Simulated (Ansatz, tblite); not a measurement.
# SnH2Me(OtBu) (C₅H₁₄OSn): a ladder of methods and basis sets

Aim: run the singlet of SnH2Me(OtBu) (C₅H₁₄OSn) at one geometry on many levels, and compare frontier levels, spin and run time.

The runs use Ansatz 0.2.0, Gaussian basis; as each input shows.

Levels to be run: GFN1-xTB, GFN2-xTB, PBE-D4/def2-TZVP, r2SCAN-D4/def2-TZVP, PBE-QIDH/def2-TZVP, r2SCAN0-D4/def2-TZVP, LC-ωPBE/def2-TZVP, PBE-D4/def2-SVP, PBE0-D4/def2-SVP, MP2/def2-TZVP, RPA/def2-TZVP.

2 further runs of the same task are left out: 2 set aside as unsound or not needed. Runs told in other sessions of the task aren't counted.

### Step 1. The structure

The singlet was relaxed beforehand with PBE-D4/def2-SVP.

21 atoms, charge 0, spin multiplicity 1.

Bond lengths: C1–Sn7 2.157 Å, C1–H10 1.106 Å, C1–H11 1.106 Å, C1–H12 1.106 Å, C2–C3 1.538 Å, C2–C4 1.537 Å, C2–C5 1.538 Å, C2–O6 1.429 Å, C3–H13 1.109 Å, C3–H14 1.110 Å, C3–H15 1.109 Å, C4–H16 1.108 Å, C4–H17 1.109 Å, C4–H18 1.108 Å, C5–H19 1.111 Å, C5–H20 1.109 Å, C5–H21 1.109 Å, O6–Sn7 2.024 Å and more. Angles: Sn7–C1–H10 110.4°, Sn7–C1–H11 109.0°, Sn7–C1–H12 109.2°, H10–C1–H11 109.5°, H10–C1–H12 109.5°, H11–C1–H12 109.3°, C3–C2–C4 110.0°, C3–C2–C5 110.2°, C3–C2–O6 110.8°, C4–C2–C5 110.0°, C4–C2–O6 104.7°, C5–C2–O6 110.9°, C2–C3–H13 111.6°, C2–C3–H14 111.1°, C2–C3–H15 110.2°, H13–C3–H14 107.4°, H13–C3–H15 108.4°, H14–C3–H15 108.0° and more.

As a file:

```xyz
21
charge 0, multiplicity 1
C    -0.7744    3.4360   -0.5955
C    -0.0373   -1.0735   -0.0098
C    -0.1282   -1.3212    1.5058
C    -1.0538   -1.9580   -0.7498
C     1.3854   -1.3720   -0.5131
O    -0.4213    0.2653   -0.3288
Sn    0.5106    1.9497    0.2950
H     0.5229    2.0187    2.0315
H     2.1325    1.9940   -0.3270
H    -0.4464    4.4528   -0.3074
H    -1.8113    3.2697   -0.2472
H    -0.7387    3.3350   -1.6966
H     0.0840   -2.3798    1.7595
H     0.6028   -0.6938    2.0582
H    -1.1430   -1.0703    1.8747
H    -2.0801   -1.7204   -0.4060
H    -0.8597   -3.0356   -0.5750
H    -1.0037   -1.7589   -1.8386
H     2.1367   -0.7491    0.0170
H     1.4624   -1.1548   -1.5974
H     1.6607   -2.4338   -0.3494
```

Sn takes a core potential in the def2 sets. No spin-orbit coupling is included.

PBE0-D4/def2-TZVP was run before; its log isn't repeated, and its numbers join the tables.

### Step 2. GFN1-xTB

Tight binding, by tblite at 300 K electronic temperature and without a spin-polarisation term:

```python
tblite.interface.Calculator('GFN1-xTB', numbers, positions, charge=0, uhf=0).singlepoint()
```

Energy -688.8961 eV, HOMO -11.87 eV, LUMO -6.10 eV; 0.009 s.

### Step 3. GFN2-xTB

Tight binding, by tblite at 300 K electronic temperature and without a spin-polarisation term:

```python
tblite.interface.Calculator('GFN2-xTB', numbers, positions, charge=0, uhf=0).singlepoint()
```

Energy -652.6583 eV, HOMO -10.81 eV, LUMO -6.13 eV; 0.008 s.

### Step 4. PBE-D4/def2-TZVP

start.molden holds the orbitals of an earlier run on this state, given as this run's starting guess.

File in.yaml:

```yaml
crystal:
  periodic: [false, false, false]
  atoms:
    - {symbol: C, position_ang: [-0.774421, 3.436041, -0.595462]}
    - {symbol: C, position_ang: [-0.037295, -1.073547, -0.009833]}
    - {symbol: C, position_ang: [-0.128200, -1.321172, 1.505841]}
    - {symbol: C, position_ang: [-1.053808, -1.957999, -0.749811]}
    - {symbol: C, position_ang: [1.385359, -1.372017, -0.513142]}
    - {symbol: O, position_ang: [-0.421290, 0.265301, -0.328753]}
    - {symbol: Sn, position_ang: [0.510597, 1.949743, 0.294985]}
    - {symbol: H, position_ang: [0.522948, 2.018661, 2.031500]}
    - {symbol: H, position_ang: [2.132482, 1.994028, -0.326983]}
    - {symbol: H, position_ang: [-0.446431, 4.452790, -0.307430]}
    - {symbol: H, position_ang: [-1.811308, 3.269703, -0.247180]}
    - {symbol: H, position_ang: [-0.738702, 3.334995, -1.696610]}
    - {symbol: H, position_ang: [0.083972, -2.379839, 1.759507]}
    - {symbol: H, position_ang: [0.602790, -0.693781, 2.058213]}
    - {symbol: H, position_ang: [-1.143046, -1.070279, 1.874665]}
    - {symbol: H, position_ang: [-2.080070, -1.720417, -0.406023]}
    - {symbol: H, position_ang: [-0.859706, -3.035590, -0.575003]}
    - {symbol: H, position_ang: [-1.003735, -1.758862, -1.838639]}
    - {symbol: H, position_ang: [2.136701, -0.749116, 0.016993]}
    - {symbol: H, position_ang: [1.462406, -1.154803, -1.597429]}
    - {symbol: H, position_ang: [1.660747, -2.433833, -0.349415]}
basis:
  gaussian: {orbitals: def2-TZVP, initial_orbitals: start.molden}
hamiltonian: {xc: pbe, dispersion: d4}
scf: {omitted_lower_state_checks: [starts]}
output: {forces: true, orbitals: {seedname: orbitals}}
```

The run is started by

```console
> ansatz run in.yaml --threads 4 --pin off --events-out ev --progress --plain --max-ram 4787MiB
```

The program printed, shortened:

```text
Functional definition: PBE
  name "PBE"
  cite "Perdew, Burke & Ernzerhof, Phys. Rev. Lett. 77, 3865 (1996) doi:10.1103/PhysRevLett.77.3865"
  parent pbe
[...]
2055 factors; their error is unknown
[...]
mean field -13284.92367999 eV, -488.2119403951 hartree, gradient 1.1e-5 eV, S^2 0.000000; 0 other end points of the search recorded, 0 dependent functions left out
[...]
reference -13284.92374489 eV, -488.2119427801 hartree; 37, 37 occupied and 283, 283 virtual orbitals, 2055 factors
Total energy: -13285.42824008 eV, -488.2304826363 hartree
Atom 0 at    -0.774421     3.436041    -0.595462 Å, force    -0.116999     0.070723    -0.085669 eV/Å
Atom 1 at    -0.037295    -1.073547    -0.009833 Å, force     0.077898    -0.221328     0.071166 eV/Å
Atom 2 at    -0.128200    -1.321172     1.505841 Å, force    -0.023531    -0.009153     0.198339 eV/Å
Atom 3 at    -1.053808    -1.957999    -0.749811 Å, force    -0.144295    -0.084457    -0.106670 eV/Å
Atom 4 at     1.385359    -1.372017    -0.513142 Å, force     0.182960    -0.017265    -0.076295 eV/Å
Atom 5 at    -0.421290     0.265301    -0.328753 Å, force     0.123313     0.427355     0.075806 eV/Å
Atom 6 at     0.510597     1.949743     0.294985 Å, force    -0.150001    -0.155245    -0.100111 eV/Å
Atom 7 at     0.522948     2.018661     2.031500 Å, force     0.004108    -0.028243    -0.111574 eV/Å
Atom 8 at     2.132482     1.994028    -0.326983 Å, force    -0.101992    -0.025643     0.043672 eV/Å
Atom 9 at    -0.446431     4.452790    -0.307430 Å, force    -0.081017    -0.278373    -0.072320 eV/Å
Atom 10 at    -1.811308     3.269703    -0.247180 Å, force     0.299069     0.045652    -0.096035 eV/Å
Atom 11 at    -0.738702     3.334995    -1.696610 Å, force    -0.008143     0.026562     0.316546 eV/Å
Atom 12 at     0.083972    -2.379839     1.759507 Å, force    -0.052131     0.259256    -0.081732 eV/Å
Atom 13 at     0.602790    -0.693781     2.058213 Å, force    -0.176921    -0.150128    -0.147135 eV/Å
Atom 14 at    -1.143046    -1.070279     1.874665 Å, force     0.256278    -0.063342    -0.104105 eV/Å
Atom 15 at    -2.080070    -1.720417    -0.406023 Å, force     0.262979    -0.073014    -0.077584 eV/Å
Atom 16 at    -0.859706    -3.035590    -0.575003 Å, force    -0.038314     0.275570    -0.036154 eV/Å
Atom 17 at    -1.003735    -1.758862    -1.838639 Å, force    -0.003483    -0.063119     0.273917 eV/Å
Atom 18 at     2.136701    -0.749116     0.016993 Å, force    -0.195271    -0.145125    -0.125010 eV/Å
Atom 19 at     1.462406    -1.154803    -1.597429 Å, force    -0.028847    -0.051404     0.275836 eV/Å
Atom 20 at     1.660747    -2.433833    -0.349415 Å, force    -0.085660     0.260719    -0.034888 eV/Å
Dipole moment:     0.094292     0.159656     0.068026 e Å
Checks for a lower state left out: starts
```

Wall time 2.5 s (4 threads of AMD EPYC 9R45, shared host); peak memory 0.56 GiB.

HOMO -5.72 eV, LUMO -0.97 eV.

### Step 5. r2SCAN-D4/def2-TZVP

in.yaml: that of step 4 with these lines changed.

```diff
@@ -26,4 +26,4 @@
   gaussian: {orbitals: def2-TZVP, initial_orbitals: start.molden}
-hamiltonian: {xc: pbe, dispersion: d4}
+hamiltonian: {xc: r2scan, dispersion: d4}
 scf: {omitted_lower_state_checks: [starts]}
-output: {forces: true, orbitals: {seedname: orbitals}}
+output: {orbitals: {seedname: orbitals}}
```

The command is unchanged.

The program printed:

```text
Functional definition: r2SCAN
  name "r2SCAN"
  cite "Furness, Kaplan, Ning, Perdew & Sun, J. Phys. Chem. Lett. 11, 8208 (2020) doi:10.1021/acs.jpclett.0c02405"
  cite "Furness, Kaplan, Ning, Perdew & Sun, J. Phys. Chem. Lett. 11, 9248 (2020) doi:10.1021/acs.jpclett.0c03077"
  parent r2scan
  parameter k0 = 0.174
  parameter k1 = 0.065
  parameter a1 = 4.9479
  exchange = r2scan_x(k0 = k0, k1 = k1, a1 = a1)
  correlation = r2scan_c
these checks for a lower state are left out or cut short: starts
2055 factors; their error is unknown
mean field evaluation 1: about -13292.8690 eV, gradient 6.5e0 eV
mean field evaluation 2: about -13292.9326 eV, gradient 6.1e-2 eV
mean field evaluation 4: about -13292.8747 eV, gradient 6.5e-4 eV
mean field -13292.87465764 eV, -488.5041334341 hartree, gradient 1.2e-5 eV, S^2 0.000000; 0 other end points of the search recorded, 0 dependent functions left out
reference -13292.87467632 eV, -488.5041341208 hartree; 37, 37 occupied and 283, 283 virtual orbitals, 2055 factors
Total energy: -13293.01059695 eV, -488.5091291116 hartree
Checks for a lower state left out: starts
```

It took 3.3 s on 4 threads of AMD EPYC 9R45, shared host; peak memory 0.61 GiB.

HOMO -6.03 eV, LUMO -0.66 eV.

### Step 6. PBE-QIDH/def2-TZVP

in.yaml: that of step 5 with these lines changed.

```diff
@@ -26,4 +26,3 @@
   gaussian: {orbitals: def2-TZVP, initial_orbitals: start.molden}
-hamiltonian: {xc: r2scan, dispersion: d4}
+hamiltonian: {xc: {name: PBE-QIDH}}
 scf: {omitted_lower_state_checks: [starts]}
-output: {orbitals: {seedname: orbitals}}
```

The command is unchanged.

The program printed, shortened:

```text
Functional definition: PBE-QIDH
  name "PBE-QIDH"
  cite "Brémond, Sancho-García, Pérez-Jiménez & Adamo, J. Chem. Phys. 141, 031101 (2014) doi:10.1063/1.4890314"
  cite "Perdew, Burke & Ernzerhof, Phys. Rev. Lett. 77, 3865 (1996) doi:10.1103/PhysRevLett.77.3865"
[...]
2375 factors; integrals over basis functions are off by at most 1.3e-3 eV
[...]
mean field -13265.10663353 eV, -487.4836773698 hartree, gradient 2.0e-6 eV, S^2 0.000000; 0 other end points of the search recorded, 0 dependent functions left out
10 core orbitals not correlated: weight in the atoms' cores, before any rotation towards them, 1.000 or more for the frozen orbitals, at most 0.000 for the correlated occupied ones
reference -13265.10665205 eV, -487.4836780506 hartree; 27, 27 occupied and 283, 283 virtual orbitals, 2375 factors
second order -43.65871255 eV of doubles, -0.00000000 eV of singles
Total energy: -13279.65955623 eV, -488.0184874150 hartree
Checks for a lower state left out: starts
```

Wall time 6.5 s (4 threads of AMD EPYC 9R45, shared host); peak memory 1.4 GiB.

### Step 7. r2SCAN0-D4/def2-TZVP

in.yaml: that of step 6 with these lines changed.

```diff
@@ -26,3 +26,4 @@
   gaussian: {orbitals: def2-TZVP, initial_orbitals: start.molden}
-hamiltonian: {xc: {name: PBE-QIDH}}
+hamiltonian: {xc: {name: r2SCAN0}, dispersion: d4}
 scf: {omitted_lower_state_checks: [starts]}
+output: {orbitals: {seedname: orbitals}}
```

The command is unchanged.

The program printed, shortened:

```text
Functional definition: r2SCAN0
  name "r2SCAN0"
  cite "Bursch, Neugebauer, Ehlert & Grimme, J. Chem. Phys. 156, 134105 (2022) doi:10.1063/5.0086040"
  cite "Furness, Kaplan, Ning, Perdew & Sun, J. Phys. Chem. Lett. 11, 8208 (2020) doi:10.1021/acs.jpclett.0c02405"
  cite "Furness, Kaplan, Ning, Perdew & Sun, J. Phys. Chem. Lett. 11, 9248 (2020) doi:10.1021/acs.jpclett.0c03077"
  parent r2scan
[...]
2128 factors; their error is unknown
[...]
mean field -13291.31614623 eV, -488.4468591964 hartree, gradient 2.1e-5 eV, S^2 0.000000; 0 other end points of the search recorded, 0 dependent functions left out
reference -13291.31616101 eV, -488.4468597393 hartree; 37, 37 occupied and 283, 283 virtual orbitals, 2128 factors
Total energy: -13291.47392889 eV, -488.4526576021 hartree
Checks for a lower state left out: starts
```

Run time: 4.3 s. Hardware: 4 threads of AMD EPYC 9R45, shared host; peak memory 1.3 GiB.

Report: HOMO -7.45 eV, LUMO 0.09 eV.

### Step 8. LC-ωPBE/def2-TZVP

in.yaml: that of step 7 with these lines changed.

```diff
@@ -26,3 +26,3 @@
   gaussian: {orbitals: def2-TZVP, initial_orbitals: start.molden}
-hamiltonian: {xc: {name: r2SCAN0}, dispersion: d4}
+hamiltonian: {xc: {name: LC-wPBE}}
 scf: {omitted_lower_state_checks: [starts]}
```

The command is unchanged.

The program printed, shortened:

```text
Functional definition: LC-wPBE
  name "LC-wPBE"
  cite "Vydrov & Scuseria, J. Chem. Phys. 125, 234109 (2006) doi:10.1063/1.2409292"
  cite "Heyd & Scuseria, J. Chem. Phys. 120, 7274 (2004) doi:10.1063/1.1668634"
  cite "Ernzerhof & Perdew, J. Chem. Phys. 109, 3313 (1998) doi:10.1063/1.476928"
  cite "Perdew, Burke & Ernzerhof, Phys. Rev. Lett. 77, 3865 (1996) doi:10.1103/PhysRevLett.77.3865"
  parent pbe
[...]
2055 factors; their error is unknown
730 factors; integrals over basis functions are off by at most 1.5e-5 eV
[...]
mean field -13291.75165861 eV, -488.4628639811 hartree, gradient 8.0e-6 eV, S^2 0.000000; 0 other end points of the search recorded, 0 dependent functions left out
reference -13291.75165862 eV, -488.4628639815 hartree; 37, 37 occupied and 283, 283 virtual orbitals, 2055 factors
Total energy: -13291.75165862 eV, -488.4628639815 hartree
Checks for a lower state left out: starts
```

Run time: 2.6 s. Hardware: 4 threads of AMD EPYC 9R45, shared host; peak memory 0.91 GiB.

Report: HOMO -9.96 eV, LUMO 1.90 eV.

### Step 9. PBE-D4/def2-SVP

in.yaml: that of step 8 with these lines changed.

```diff
@@ -25,4 +25,4 @@
 basis:
-  gaussian: {orbitals: def2-TZVP, initial_orbitals: start.molden}
-hamiltonian: {xc: {name: LC-wPBE}}
+  gaussian: {orbitals: def2-SVP, initial_orbitals: start.molden}
+hamiltonian: {xc: pbe, dispersion: d4}
 scf: {omitted_lower_state_checks: [starts]}
```

The command is unchanged.

The program printed:

```text
Functional definition: PBE
  name "PBE"
  cite "Perdew, Burke & Ernzerhof, Phys. Rev. Lett. 77, 3865 (1996) doi:10.1103/PhysRevLett.77.3865"
  parent pbe
  parameter kappa = 0.804
  parameter beta = 0.06672455060314922
  exchange = pbe_x(kappa = kappa, mu = beta*pi^2/3)
  correlation = pbe_c(beta = beta)
these checks for a lower state are left out or cut short: starts
2036 factors; their error is unknown
mean field evaluation 1: about -13275.8855 eV, gradient 2.7e1 eV
mean field evaluation 2: about -13276.3032 eV, gradient 5.4e-1 eV
mean field evaluation 4: about -13276.2284 eV, gradient 3.1e-1 eV
mean field evaluation 8: about -13276.2287 eV, gradient 1.2e-5 eV
mean field -13276.22865804 eV, -487.8924042321 hartree, gradient 1.2e-5 eV, S^2 0.000000; 0 other end points of the search recorded, 0 dependent functions left out
reference -13276.22870758 eV, -487.8924060525 hartree; 37, 37 occupied and 143, 143 virtual orbitals, 2036 factors
Total energy: -13276.73320277 eV, -487.9109459087 hartree
Checks for a lower state left out: starts
```

It took 1.1 s on 4 threads of AMD EPYC 9R45, shared host.

Report: HOMO -5.52 eV, LUMO -0.68 eV.

### Step 10. PBE0-D4/def2-SVP

in.yaml: that of step 9 with these lines changed.

```diff
@@ -26,3 +26,3 @@
   gaussian: {orbitals: def2-SVP, initial_orbitals: start.molden}
-hamiltonian: {xc: pbe, dispersion: d4}
+hamiltonian: {xc: pbe0, dispersion: d4}
 scf: {omitted_lower_state_checks: [starts]}
```

The command is unchanged.

The program printed:

```text
Functional definition: PBE0
  name "PBE0"
  cite "Adamo & Barone, J. Chem. Phys. 110, 6158 (1999) doi:10.1063/1.478522"
  cite "Perdew, Burke & Ernzerhof, Phys. Rev. Lett. 77, 3865 (1996) doi:10.1103/PhysRevLett.77.3865"
  parent pbe
  parameter a = 0.25
  parameter kappa = 0.804
  parameter beta = 0.06672455060314922
  exchange = (1 - a)*pbe_x(kappa = kappa, mu = beta*pi^2/3) + a*exact_x
  correlation = pbe_c(beta = beta)
these checks for a lower state are left out or cut short: starts
2099 factors; their error is unknown
mean field evaluation 1: about -13277.4172 eV, gradient 2.6e1 eV
mean field evaluation 2: about -13277.7002 eV, gradient 3.8e-1 eV
mean field evaluation 4: about -13277.7500 eV, gradient 8.4e-4 eV
mean field -13277.75001907 eV, -487.9483132186 hartree, gradient 1.1e-5 eV, S^2 0.000000; 0 other end points of the search recorded, 0 dependent functions left out
reference -13277.75005745 eV, -487.9483146290 hartree; 37, 37 occupied and 143, 143 virtual orbitals, 2099 factors
Total energy: -13278.18195058 eV, -487.9641864089 hartree
Checks for a lower state left out: starts
```

Wall time 1.4 s (4 threads of AMD EPYC 9R45, shared host); peak memory 0.65 GiB.

HOMO -7.09 eV, LUMO 0.21 eV.

### Step 11. MP2/def2-TZVP

in.yaml: that of step 10 with these lines changed.

```diff
@@ -25,4 +25,4 @@
 basis:
-  gaussian: {orbitals: def2-SVP, initial_orbitals: start.molden}
-hamiltonian: {xc: pbe0, dispersion: d4}
+  gaussian: {orbitals: def2-TZVP, initial_orbitals: start.molden}
+correlation: {method: mp2}
 scf: {omitted_lower_state_checks: [starts]}
```

Launched as before.

The program printed:

```text
Functional definition: HF
  name "HF"
  cite "Fock, Z. Phys. 61, 126 (1930) doi:10.1007/BF01340294"
  parent pbe
  exchange = exact_x
  correlation = 0
these checks for a lower state are left out or cut short: starts
2375 factors; integrals over basis functions are off by at most 1.3e-3 eV
mean field evaluation 1: about -13217.6890 eV, gradient 2.9e1 eV
mean field evaluation 2: about -13218.9060 eV, gradient 1.2e0 eV
mean field evaluation 4: about -13219.2702 eV, gradient 1.2e-2 eV
mean field evaluation 8: about -13219.2702 eV, gradient 2.0e-6 eV
mean field -13219.27024830 eV, -485.7992212819 hartree, gradient 4.7e-6 eV, S^2 0.000000; 0 other end points of the search recorded, 0 dependent functions left out
10 core orbitals not correlated: weight in the atoms' cores, before any rotation towards them, 1.000 or more for the frozen orbitals, at most 0.000 for the correlated occupied ones
reference -13219.27024830 eV, -485.7992212819 hartree; 27, 27 occupied and 283, 283 virtual orbitals, 2375 factors
second order -38.77489732 eV of doubles, -0.00000000 eV of singles
Total energy: -13258.04514563 eV, -487.2241724760 hartree
Checks for a lower state left out: starts
```

It took 4.1 s on 4 threads of AMD EPYC 9R45, shared host; peak memory 1.3 GiB.

From the report: Hartree-Fock HOMO -10.96 eV, LUMO 2.49 eV.

### Step 12. RPA/def2-TZVP

in.yaml: that of step 11 with these lines changed.

```diff
@@ -26,4 +26,4 @@
   gaussian: {orbitals: def2-TZVP, initial_orbitals: start.molden}
-correlation: {method: mp2}
+hamiltonian: {xc: pbe}
+correlation: {method: rpa}
 scf: {omitted_lower_state_checks: [starts]}
-output: {orbitals: {seedname: orbitals}}
```

Same command.

The program printed, shortened:

```text
Functional definition: PBE
  name "PBE"
  cite "Perdew, Burke & Ernzerhof, Phys. Rev. Lett. 77, 3865 (1996) doi:10.1103/PhysRevLett.77.3865"
  parent pbe
[...]
2375 factors; integrals over basis functions are off by at most 1.3e-3 eV
[...]
mean field -13284.92353588 eV, -488.2119350991 hartree, gradient 3.4e-6 eV, S^2 0.000000; 0 other end points of the search recorded, 0 dependent functions left out
10 core orbitals not correlated: weight in the atoms' cores, before any rotation towards them, 1.000 or more for the frozen orbitals, at most 0.000 for the correlated occupied ones
reference -13216.90847976 eV, -485.7124278890 hartree; 27, 27 occupied and 283, 283 virtual orbitals, 2375 factors
Total energy: -13279.23617821 eV, -488.0029285595 hartree
Checks for a lower state left out: starts
```

Run time: 6 s. Hardware: 4 threads of AMD EPYC 9R45, shared host; peak memory 1.3 GiB.

### Step 13. Levels side by side

```tsv
level	functions	HOMO (eV)	LUMO (eV)	gap (eV)	time
PBE-D4/def2-SVP	180	-5.52	-0.68	4.84	1.1 s
PBE-D4/def2-TZVP	320	-5.72	-0.97	4.75	2.5 s
r2SCAN-D4/def2-TZVP	320	-6.03	-0.66	5.38	3.3 s
PBE0-D4/def2-SVP	180	-7.09	0.21	7.29	1.4 s
PBE0-D4/def2-TZVP	320	-7.23	-0.11	7.12	3.2 s
r2SCAN0-D4/def2-TZVP	320	-7.45	0.09	7.55	4.3 s
LC-ωPBE/def2-TZVP	320	-9.96	1.90	11.86	2.6 s
```

The pieces so far (eV):

```tsv
basis	HF	MP2 correlation	total
def2-TZVP	-13219.2702	-38.7749	-13258.0451 (MP2)
```

### Step 14. Binding energy

Free atoms were run apart at each level; binding is atoms less cluster, divided by the number of atoms, without zero-point or spin-orbit terms.

```tsv
level	binding an atom (eV)
HF/def2-TZVP	2.830
PBE-D4/def2-SVP	3.907
PBE-D4/def2-TZVP	3.883
r2SCAN-D4/def2-TZVP	3.831
PBE0-D4/def2-SVP	3.858
PBE0-D4/def2-TZVP	3.832
r2SCAN0-D4/def2-TZVP	3.787
LC-ωPBE/def2-TZVP	3.810
MP2/def2-TZVP	3.722
```

### Step 15. Outcome

| quantity | value |
| --- | --- |
| gap in def2-TZVP, named functionals, smallest and largest | 4.75 eV (PBE-D4), 11.86 eV (LC-ωPBE) |
| correlation energy, MP2/def2-TZVP | -38.77 eV |
| binding an atom, functionals in def2-TZVP | 3.79 (r2SCAN0-D4) to 3.88 eV (PBE-D4) |
| PBE0 total energy, smallest basis above largest | 8.48 eV (def2-SVP, def2-TZVP) |

**Reading.** Over the named functionals in def2-TZVP the gap runs from 4.75 eV (PBE-D4) to 11.86 eV (LC-ωPBE); exact exchange widens it.

The slowest run with a step of its own, PBE-QIDH/def2-TZVP, took 6.5 s; the quickest functional in def2-TZVP took 2.5 s (shared host).
